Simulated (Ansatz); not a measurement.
# AlH7O3Si: search for a transition state, part 2 of 3

Ansatz 0.2.0, Gaussian basis; PBE0-D4. The steps go on from the part before.

## (7) Relaxing after a step of 0.30 Å one way along the mode

The input, downa/in.yaml:

```yaml
crystal:
  periodic: [false, false, false]
  atoms:
    - {symbol: Al, position_ang: [-0.020640, -0.735287, 0.393835]}
    - {symbol: O, position_ang: [0.644564, -1.132670, -1.334309]}
    - {symbol: O, position_ang: [1.359371, -0.830875, 1.395531]}
    - {symbol: O, position_ang: [-1.504280, -1.520970, 0.636897]}
    - {symbol: H, position_ang: [0.502560, -0.256231, -1.407937]}
    - {symbol: Si, position_ang: [-0.361008, 1.621946, -0.530676]}
    - {symbol: H, position_ang: [1.590127, -1.354185, -1.401015]}
    - {symbol: H, position_ang: [1.318165, -0.808915, 2.348109]}
    - {symbol: H, position_ang: [-2.013971, -1.469459, 1.445071]}
    - {symbol: H, position_ang: [-1.478154, 1.927621, -1.480280]}
    - {symbol: H, position_ang: [-0.810859, 2.019675, 0.829557]}
    - {symbol: H, position_ang: [0.774023, 2.539448, -0.894784]}
basis:
  gaussian: {orbitals: def2-TZVP}
hamiltonian: {xc: pbe0, dispersion: d4}
relax: {f_tol: 0.005, max_steps: 200}
```

Command:

```bash
$ ansatz run in.yaml --threads 8 --pin off --events-out ev --progress --plain --max-ram 19148MiB
```

Output:

```text
Functional definition: PBE0
  name "PBE0"
  cite "Adamo & Barone, J. Chem. Phys. 110, 6158 (1999) doi:10.1063/1.478522"
  cite "Perdew, Burke & Ernzerhof, Phys. Rev. Lett. 77, 3865 (1996) doi:10.1103/PhysRevLett.77.3865"
  parent pbe
  parameter a = 0.25
  parameter kappa = 0.804
  parameter beta = 0.06672455060314922
  exchange = (1 - a)*pbe_x(kappa = kappa, mu = beta*pi^2/3) + a*exact_x
  correlation = pbe_c(beta = beta)
1308 factors; their error is unknown
mean field evaluation 1: about -20709.7483 eV, gradient 9.1e1 eV
mean field evaluation 2: about -20685.2922 eV, gradient 1.4e2 eV
mean field evaluation 4: about -20722.5138 eV, gradient 7.5e0 eV
mean field evaluation 8: about -20722.5975 eV, gradient 1.5e-1 eV
mean field evaluation 16: about -20722.6536 eV, gradient 1.1e-4 eV
mean field -20722.65362157 eV, -761.5434742737 hartree, gradient 1.7e-5 eV, S^2 0.000000; 0 other end points of the search recorded, 0 dependent functions left out
the calculation of the forces begins
reference -20722.65365929 eV, -761.5434756597 hartree; 29, 29 occupied and 180, 180 virtual orbitals, 1308 factors
relax step   1: F+E_penalty+E_count = -20722.85696128 eV  Δ(F+E_penalty+E_count) = +0.000e0 eV  max|allowed force component| = 6.843e0 eV/Å  Δτ_max = 0.0000 Å  (29 SCF iters, accepted)
these checks for a lower state are left out or cut short: starts, cluster_reference, orbital_swaps, neighbouring_geometries, increment
1308 factors; their error is unknown
mean field -20723.21612542 eV, -761.5641459087 hartree, gradient 1.2e-5 eV, S^2 0.000000; 0 other end points of the search recorded, 0 dependent functions left out
the calculation of the forces begins
reference -20723.21616331 eV, -761.5641473012 hartree; 29, 29 occupied and 180, 180 virtual orbitals, 1308 factors
relax step   2: F+E_penalty+E_count = -20723.41754182 eV  Δ(F+E_penalty+E_count) = -5.606e-1 eV  max|allowed force component| = 7.219e-1 eV/Å  Δτ_max = 0.1981 Å  (30 SCF iters, accepted)
these checks for a lower state are left out or cut short: starts, cluster_reference, orbital_swaps, neighbouring_geometries, increment
1308 factors; their error is unknown
mean field evaluation 32: about -20723.3574 eV, gradient 1.5e-5 eV
mean field -20723.35735374 eV, -761.5693359538 hartree, gradient 1.5e-5 eV, S^2 0.000000; 0 other end points of the search recorded, 0 dependent functions left out
the calculation of the forces begins
reference -20723.35739178 eV, -761.5693373517 hartree; 29, 29 occupied and 180, 180 virtual orbitals, 1308 factors
relax step   3: F+E_penalty+E_count = -20723.55657838 eV  Δ(F+E_penalty+E_count) = -1.390e-1 eV  max|allowed force component| = 4.554e-1 eV/Å  Δτ_max = 0.1998 Å  (30 SCF iters, accepted)
[... from here on, the SCF cycles and remarks between the steps are left out ...]
relax step   4: F+E_penalty+E_count = -20723.65876762 eV  Δ(F+E_penalty+E_count) = -1.022e-1 eV  max|allowed force component| = 1.615e0 eV/Å  Δτ_max = 0.1946 Å  (30 SCF iters, accepted)
relax step   5: F+E_penalty+E_count = -20723.77253759 eV  Δ(F+E_penalty+E_count) = -1.138e-1 eV  max|allowed force component| = 5.551e-1 eV/Å  Δτ_max = 0.2000 Å  (36 SCF iters, accepted)
relax step   6: F+E_penalty+E_count = -20723.74861186 eV  Δ(F+E_penalty+E_count) = +2.393e-2 eV  max|allowed force component| = 6.972e-1 eV/Å  Δτ_max = 0.0826 Å  (30 SCF iters, rejected (line search))
relax step   7: F+E_penalty+E_count = -20723.79223987 eV  Δ(F+E_penalty+E_count) = -1.970e-2 eV  max|allowed force component| = 6.114e-2 eV/Å  Δτ_max = 0.0404 Å  (31 SCF iters, accepted)
relax step   8: F+E_penalty+E_count = -20723.80227798 eV  Δ(F+E_penalty+E_count) = -1.004e-2 eV  max|allowed force component| = 1.721e-1 eV/Å  Δτ_max = 0.1000 Å  (30 SCF iters, accepted)
relax step   9: F+E_penalty+E_count = -20723.80720291 eV  Δ(F+E_penalty+E_count) = -4.925e-3 eV  max|allowed force component| = 4.025e-1 eV/Å  Δτ_max = 0.1234 Å  (30 SCF iters, accepted)
relax step  10: F+E_penalty+E_count = -20723.83005869 eV  Δ(F+E_penalty+E_count) = -2.286e-2 eV  max|allowed force component| = 2.507e-1 eV/Å  Δτ_max = 0.2000 Å  (29 SCF iters, accepted)
relax step  11: F+E_penalty+E_count = -20723.83901610 eV  Δ(F+E_penalty+E_count) = -8.957e-3 eV  max|allowed force component| = 2.101e-1 eV/Å  Δτ_max = 0.2000 Å  (29 SCF iters, accepted)
relax step  12: F+E_penalty+E_count = -20723.86189684 eV  Δ(F+E_penalty+E_count) = -2.288e-2 eV  max|allowed force component| = 3.833e-1 eV/Å  Δτ_max = 0.2000 Å  (36 SCF iters, accepted)
relax step  13: F+E_penalty+E_count = -20723.86862467 eV  Δ(F+E_penalty+E_count) = -6.728e-3 eV  max|allowed force component| = 1.206e-1 eV/Å  Δτ_max = 0.1000 Å  (30 SCF iters, accepted)
relax step  14: F+E_penalty+E_count = -20723.87106139 eV  Δ(F+E_penalty+E_count) = -2.437e-3 eV  max|allowed force component| = 6.310e-2 eV/Å  Δτ_max = 0.0752 Å  (30 SCF iters, accepted)
relax step  15: F+E_penalty+E_count = -20723.87104719 eV  Δ(F+E_penalty+E_count) = +1.420e-5 eV  max|allowed force component| = 1.056e-1 eV/Å  Δτ_max = 0.0315 Å  (30 SCF iters, rejected (line search))
relax step  16: F+E_penalty+E_count = -20723.87121917 eV  Δ(F+E_penalty+E_count) = -1.578e-4 eV  max|allowed force component| = 2.590e-1 eV/Å  Δτ_max = 0.0154 Å  (31 SCF iters, accepted)
relax step  17: F+E_penalty+E_count = -20723.87334935 eV  Δ(F+E_penalty+E_count) = -2.130e-3 eV  max|allowed force component| = 1.722e-2 eV/Å  Δτ_max = 0.0537 Å  (31 SCF iters, accepted)
relax step  18: F+E_penalty+E_count = -20723.87417651 eV  Δ(F+E_penalty+E_count) = -8.272e-4 eV  max|allowed force component| = 1.040e-1 eV/Å  Δτ_max = 0.1220 Å  (30 SCF iters, accepted)
relax step  19: F+E_penalty+E_count = -20723.87495024 eV  Δ(F+E_penalty+E_count) = -7.737e-4 eV  max|allowed force component| = 1.161e-1 eV/Å  Δτ_max = 0.0253 Å  (31 SCF iters, accepted)
relax step  20: F+E_penalty+E_count = -20723.87584630 eV  Δ(F+E_penalty+E_count) = -8.961e-4 eV  max|allowed force component| = 6.652e-2 eV/Å  Δτ_max = 0.0353 Å  (31 SCF iters, accepted)
relax step  21: F+E_penalty+E_count = -20723.87675210 eV  Δ(F+E_penalty+E_count) = -9.058e-4 eV  max|allowed force component| = 5.252e-2 eV/Å  Δτ_max = 0.0642 Å  (30 SCF iters, accepted)
relax step  22: F+E_penalty+E_count = -20723.87732355 eV  Δ(F+E_penalty+E_count) = -5.714e-4 eV  max|allowed force component| = 6.386e-2 eV/Å  Δτ_max = 0.0520 Å  (30 SCF iters, accepted)
relax step  23: F+E_penalty+E_count = -20723.87793183 eV  Δ(F+E_penalty+E_count) = -6.083e-4 eV  max|allowed force component| = 5.493e-2 eV/Å  Δτ_max = 0.0340 Å  (30 SCF iters, accepted)
relax step  24: F+E_penalty+E_count = -20723.87898861 eV  Δ(F+E_penalty+E_count) = -1.057e-3 eV  max|allowed force component| = 5.096e-2 eV/Å  Δτ_max = 0.0691 Å  (30 SCF iters, accepted)
relax step  25: F+E_penalty+E_count = -20723.87949694 eV  Δ(F+E_penalty+E_count) = -5.083e-4 eV  max|allowed force component| = 5.385e-2 eV/Å  Δτ_max = 0.0819 Å  (30 SCF iters, accepted)
relax step  26: F+E_penalty+E_count = -20723.87973412 eV  Δ(F+E_penalty+E_count) = -2.372e-4 eV  max|allowed force component| = 7.942e-2 eV/Å  Δτ_max = 0.0321 Å  (31 SCF iters, accepted)
relax step  27: F+E_penalty+E_count = -20723.88003052 eV  Δ(F+E_penalty+E_count) = -2.964e-4 eV  max|allowed force component| = 4.739e-2 eV/Å  Δτ_max = 0.0152 Å  (31 SCF iters, accepted)
relax step  28: F+E_penalty+E_count = -20723.88026249 eV  Δ(F+E_penalty+E_count) = -2.320e-4 eV  max|allowed force component| = 1.980e-2 eV/Å  Δτ_max = 0.0302 Å  (31 SCF iters, accepted)
relax step  29: F+E_penalty+E_count = -20723.88037586 eV  Δ(F+E_penalty+E_count) = -1.134e-4 eV  max|allowed force component| = 5.759e-3 eV/Å  Δτ_max = 0.0198 Å  (31 SCF iters, accepted)
relax step  30: F+E_penalty+E_count = -20723.88042854 eV  Δ(F+E_penalty+E_count) = -5.268e-5 eV  max|allowed force component| = 7.982e-3 eV/Å  Δτ_max = 0.0262 Å  (31 SCF iters, accepted)
relax step  31: F+E_penalty+E_count = -20723.88045084 eV  Δ(F+E_penalty+E_count) = -2.230e-5 eV  max|allowed force component| = 7.980e-3 eV/Å  Δτ_max = 0.0128 Å  (32 SCF iters, accepted)
these checks for a lower state are left out or cut short: starts, cluster_reference, orbital_swaps, neighbouring_geometries, increment
1308 factors; their error is unknown
mean field -20723.68261034 eV, -761.5812889133 hartree, gradient 1.6e-5 eV, S^2 0.000000; 0 other end points of the search recorded, 0 dependent functions left out
the calculation of the forces begins
reference -20723.68264723 eV, -761.5812902693 hartree; 29, 29 occupied and 180, 180 virtual orbitals, 1308 factors
relax step  32: F+E_penalty+E_count = -20723.88046494 eV  Δ(F+E_penalty+E_count) = -1.409e-5 eV  max|allowed force component| = 2.449e-3 eV/Å  Δτ_max = 0.0095 Å  (32 SCF iters, accepted)
1308 factors; their error is unknown
mean field evaluation 256: about -20723.6826 eV, gradient 4.0e-4 eV
mean field -20723.68261034 eV, -761.5812889133 hartree, gradient 9.1e-6 eV, S^2 0.000000; 1 other end points of the search recorded, 0 dependent functions left out
the calculation of the forces begins
reference -20723.68264723 eV, -761.5812902692 hartree; 29, 29 occupied and 180, 180 virtual orbitals, 1308 factors
Total energy: -20723.88050183 eV, -761.5885612916 hartree
Atom 0 at    -0.091702    -0.541479     0.434814 Å, force    -0.001332    -0.001049    -0.000455 eV/Å
Atom 1 at     0.873319    -1.192350    -1.185318 Å, force    -0.000023     0.001453    -0.000474 eV/Å
Atom 2 at     1.387794    -0.865609     1.272982 Å, force     0.001104     0.000060    -0.000240 eV/Å
Atom 3 at    -1.372629    -1.617653     0.774808 Å, force     0.001068    -0.000925    -0.001366 eV/Å
Atom 4 at     1.069536    -0.523332    -1.850898 Å, force    -0.000074    -0.000861     0.000452 eV/Å
Atom 5 at    -0.600607     1.773866    -0.229253 Å, force    -0.000199     0.002449     0.001246 eV/Å
Atom 6 at     1.704322    -1.420921    -0.732726 Å, force     0.000534     0.000072     0.000314 eV/Å
Atom 7 at     1.421849    -1.162171     2.179813 Å, force    -0.000228     0.000107     0.000614 eV/Å
Atom 8 at    -2.283036    -1.412018     0.574123 Å, force    -0.001640     0.000957     0.001233 eV/Å
Atom 9 at    -2.016219     1.985259    -0.658748 Å, force     0.000814    -0.000924     0.000873 eV/Å
Atom 10 at    -0.322652     2.787598     0.829798 Å, force    -0.000440    -0.001628    -0.002379 eV/Å
Atom 11 at     0.229922     2.188909    -1.409396 Å, force     0.000415     0.000290     0.000180 eV/Å
Dipole moment:     0.327998    -0.161937    -0.369952 e Å
```

Run time: 68 s. Hardware: 8 threads of Arm Neoverse V1, shared host.

Step by step: (the energy doesn't fall at every step)

| step | energy from step 1 (eV) | largest force component (eV/Å) |
| --- | --- | --- |
| 1 | 0.0000 | 6.8425 |
| 2 | -0.5606 | 0.7219 |
| 3 | -0.6996 | 0.4554 |
| 4 | -0.8018 | 1.6154 |
| 5 | -0.9156 | 0.5551 |
| 6 | -0.8917 | 0.6972 |
| 7 | -0.9353 | 0.0611 |
| 8 | -0.9453 | 0.1721 |
| 9 | -0.9502 | 0.4025 |
| 10 | -0.9731 | 0.2507 |
| 11 | -0.9821 | 0.2101 |
| 12 | -1.0049 | 0.3833 |
| 13 | -1.0117 | 0.1206 |
| 14 | -1.0141 | 0.0631 |
| 15 | -1.0141 | 0.1056 |
| 16 | -1.0143 | 0.2590 |
| 17 | -1.0164 | 0.0172 |
| 18 | -1.0172 | 0.1040 |
| 19 | -1.0180 | 0.1161 |
| 20 | -1.0189 | 0.0665 |
| 21 | -1.0198 | 0.0525 |
| 22 | -1.0204 | 0.0639 |
| 23 | -1.0210 | 0.0549 |
| 24 | -1.0220 | 0.0510 |
| 25 | -1.0225 | 0.0538 |
| 26 | -1.0228 | 0.0794 |
| 27 | -1.0231 | 0.0474 |
| 28 | -1.0233 | 0.0198 |
| 29 | -1.0234 | 0.0058 |
| 30 | -1.0235 | 0.0080 |
| 31 | -1.0235 | 0.0080 |
| 32 | -1.0235 | 0.0024 |

Close pairs (by a distance rule), those that changed most:

| bond | before (Å) | after (Å) | change (Å) |
| --- | --- | --- | --- |
| Al1–H5 | 1.936 | 2.564 | +0.627 |
| Al1–O2 | 1.894 | 1.995 | +0.101 |
| Al1–Si6 | 2.555 | 2.462 | -0.093 |
| O2–H5 | 0.891 | 0.964 | +0.073 |
| Al1–O3 | 1.708 | 1.731 | +0.023 |
| Al1–O4 | 1.696 | 1.707 | +0.011 |
| Si6–H11 | 1.487 | 1.492 | +0.005 |
| Si6–H10 | 1.498 | 1.494 | -0.003 |

(Part 2 of 3 ends here.)
